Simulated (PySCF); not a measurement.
# ScOH: singlet, from a PBE0 minimum start

Where does singlet ScOH go from a PBE0 minimum start, is the end point a minimum, and what are its modes, charges and moments?

The runs use PySCF 2.14.0; PBE0, basis Sc def2-TZVP, O def2-TZVP, H def2-TZVP, no relativity, density fitting.

### 1 The system as given

3 atoms, charge 0, spin multiplicity 1.

Bond lengths: Sc1–O2 1.660 Å, Sc1–H3 1.883 Å. Angles: O2–Sc1–H3 119.3°.

Z-matrix (Å, degrees; charge 0 multiplicity 1):
```
Sc
O  1 1.6595
H  1 1.8833 2 119.29
```

### 2 First SCF at the start

The steps below are one call of a driver around PySCF. For each, scf.py gives the equivalent set-up of the SCF; relaxations use the driver's own optimiser. After this first run the driver tries any further starts and a stability analysis.

The input, scf.py:

```python
from pyscf import gto, scf, dft
mol = gto.M(atom='''
Sc    -0.000000    -0.414290     0.000000
O      0.107020     1.241770    -0.000000
H     -1.698520    -1.227720    -0.000000''',
    basis={'Sc': 'def2-TZVP', 'O': 'def2-TZVP', 'H': 'def2-TZVP'},
    charge=0, spin=0)
mf = dft.RKS(mol, xc='PBE0')
mf.grids.atom_grid = (50, 194)
aux = {'Sc': 'def2-universal-JKFIT', 'O': 'def2-universal-JKFIT', 'H': 'def2-universal-JKFIT'}
mf = mf.density_fit(auxbasis=aux)
mf.conv_tol = 1e-08
mf.diis_space = 10
mf.max_cycle = 60
mf.init_guess = 'minao'
mf.verbose = 4
mf.kernel()
```

On the command line:

```console
OMP_NUM_THREADS=2 python axn.py task.json out
```

After this run come: PBE0 minimum start, singlet: relaxation; Vibrations and properties at this point.

Before running it: what results should come out? Wanted: minimum; geometry; wavenumbers; dipole moment; highest occupied, lowest empty level; polar-tensor charge of Sc1; zero-point energy; atomisation energy.

The runs gave:

| quantity | value |
| --- | --- |
| minimum | singlet, Cs |
| geometry | Sc–H 1.883 Å, Sc–O 1.660 Å; H–Sc–O 119.5° |
| wavenumbers (cm⁻¹) | 395 (a'), 1007 (a'), 1451 (a') |
| dipole moment | 6.14 D |
| highest occupied, lowest empty level | -6.79, -2.05 eV |
| polar-tensor charge of Sc1 | +1.58 e |
| zero-point energy | 17.1 kJ/mol |
| entropy at 298.15 K | 246.9 J/(mol K) |
| atomisation energy (no zero-point energy) | 914 kJ/mol |

What this shows: The PBE0 minimum start keeps its Cs symmetry and ends in a minimum. In the infrared the band at 1007 cm⁻¹ (a', stretch) leads. With 6.1 D the molecule is strongly polar. Other starts or spin states, not run here, may lie lower. The stability of the closed-shell solution was not tested.
